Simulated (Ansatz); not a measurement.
**CH9GeN3O: a ladder of functionals and wavefunction methods**

One table from this session's results is given with a row withheld; the runs are named, their logs left out.

Program: Ansatz 0.2.0, Gaussian basis. Level of theory: functionals in def2-TZVPP, the program's frozen cores in correlated methods. These are calculated values, not measurements.

Levels to be run: LDA (SPW92), PBE-D4, revPBE-D4, BLYP-D4, r2SCAN-D4, B97M-V, PBE0-D4, B3LYP-D4, r2SCANh-D4, r2SCAN0-D4, HSE06-D4, BHLYP-D4, CAM-B3LYP-D4, LC-ωPBE, ωB97X-V, ωB97M-V, B2PLYP, PBE-QIDH; CCSD(T)/def2-SVP; MP2/def2-TZVPP; MP2/def2-QZVPP; RPA on PBE.

## The relaxed structure

The geometry comes from an earlier relaxation with PBE0-D4 in a triple-zeta def2 set; it is a stationary point, not always the lowest conformer.

15 atoms, charge 0, spin multiplicity 1.

Atoms are counted from 1 here; the program's logs count them from 0.

Bond lengths: C1–O2 1.407 Å, C1–H7 1.093 Å, C1–H8 1.096 Å, C1–H9 1.098 Å, O2–Ge3 1.778 Å, Ge3–N4 1.825 Å, Ge3–N5 1.819 Å, Ge3–N6 1.825 Å, N4–H10 1.010 Å, N4–H11 1.010 Å, N5–H12 1.009 Å, N5–H13 1.010 Å, N6–H14 1.009 Å, N6–H15 1.010 Å. Angles: O2–C1–H7 108.1°, O2–C1–H8 112.2°, O2–C1–H9 111.8°, H7–C1–H8 108.5°, H7–C1–H9 108.0°, H8–C1–H9 108.1°, C1–O2–Ge3 119.6°, O2–Ge3–N4 106.8°, O2–Ge3–N5 100.6°, O2–Ge3–N6 117.6°, N4–Ge3–N5 118.1°, N4–Ge3–N6 103.2°, N5–Ge3–N6 111.2°, Ge3–N4–H10 114.0°, Ge3–N4–H11 113.6°, H10–N4–H11 108.8°, Ge3–N5–H12 115.8°, Ge3–N5–H13 113.5° and more.

Coordinates:

```xyz
15

C    -0.3023   -1.6838    1.3892
O     0.5707   -0.6202    1.0969
Ge    0.2369    0.4334   -0.2957
N     0.0641   -0.6553   -1.7498
N     1.6725    1.5483   -0.2247
N    -1.3284    1.3713   -0.2898
H     0.1488   -2.2865    2.1815
H    -0.4765   -2.3278    0.5194
H    -1.2761   -1.3256    1.7491
H     0.9043   -1.1652   -1.9843
H    -0.2686   -0.1780   -2.5760
H     1.5025    2.5013   -0.5085
H     2.1554    1.5266    0.6617
H    -1.4638    1.9919    0.4944
H    -2.1614    0.8187   -0.4340
```

Set-up of the first run:

in.yaml reads:

```yaml
crystal:
  periodic: [false, false, false]
  atoms:
    - {symbol: C, position_ang: [-0.302329, -1.683780, 1.389224]}
    - {symbol: O, position_ang: [0.570654, -0.620212, 1.096891]}
    - {symbol: Ge, position_ang: [0.236932, 0.433437, -0.295726]}
    - {symbol: N, position_ang: [0.064102, -0.655256, -1.749764]}
    - {symbol: N, position_ang: [1.672536, 1.548325, -0.224734]}
    - {symbol: N, position_ang: [-1.328401, 1.371253, -0.289830]}
    - {symbol: H, position_ang: [0.148844, -2.286455, 2.181514]}
    - {symbol: H, position_ang: [-0.476474, -2.327806, 0.519360]}
    - {symbol: H, position_ang: [-1.276091, -1.325592, 1.749133]}
    - {symbol: H, position_ang: [0.904333, -1.165183, -1.984334]}
    - {symbol: H, position_ang: [-0.268563, -0.177979, -2.575981]}
    - {symbol: H, position_ang: [1.502480, 2.501265, -0.508451]}
    - {symbol: H, position_ang: [2.155381, 1.526577, 0.661692]}
    - {symbol: H, position_ang: [-1.463821, 1.991876, 0.494441]}
    - {symbol: H, position_ang: [-2.161384, 0.818727, -0.434035]}
basis:
  gaussian: {orbitals: def2-TZVPP}
hamiltonian: {xc: lda}
output: {orbitals: {seedname: orbitals}}
```

Launch:

```
> ansatz run in.yaml --threads 4 --pin off --events-out ev --progress --plain --max-ram 11315MiB
```

Among the steps run: LDA; PBE-D4 (GGA); revPBE-D4 (GGA); BLYP-D4 (GGA); r2SCAN-D4 (meta-GGA); B97M-V (meta-GGA); PBE0-D4 (hybrid); B3LYP-D4 (hybrid); r2SCANh-D4 (hybrid); r2SCAN0-D4 (hybrid); HSE06-D4 (hybrid); BHLYP-D4 (hybrid); CAM-B3LYP-D4 (range-separated); LC-ωPBE (range-separated); ωB97X-V (range-separated); ωB97M-V (range-separated); B2PLYP (double hybrid); PBE-QIDH (double hybrid).

One table of the session follows, with a row left open; its other results are not shown here.

It belongs to the step «Frontier levels by functional». 

```
  functional  HOMO (eV)  LUMO (eV)  gap (eV)
 LDA (SPW92)      -5.90      -0.60      5.29
      PBE-D4      -5.74      -0.43      5.31
   revPBE-D4      -5.68      -0.34      5.34
     BLYP-D4      -5.63      -0.46      5.17
   r2SCAN-D4      -6.08       0.16      6.23
      B97M-V      -6.19      -0.26      5.92
     PBE0-D4      -7.26       0.43      7.69
    B3LYP-D4      -7.00       0.07      7.07
  r2SCANh-D4      -6.64       0.43      7.07
  r2SCAN0-D4      -7.49       0.82      8.31
    HSE06-D4      -6.85       0.06      6.91
    BHLYP-D4      -8.68       1.07      9.75
CAM-B3LYP-D4      -8.71       1.20      9.92
     LC-ωPBE     -10.13       2.56     12.69
     ωB97X-V      -9.76       2.30     12.06
     ωB97M-V          ?          ?         ?
```

**Question.** Estimate the row for ωB97M-V.

The run gave: HOMO (eV): -9.67; LUMO (eV): 1.87; gap (eV): 11.55. In the column «HOMO (eV)» it lies between ωB97X-V (-9.76) and CAM-B3LYP-D4 (-8.71).
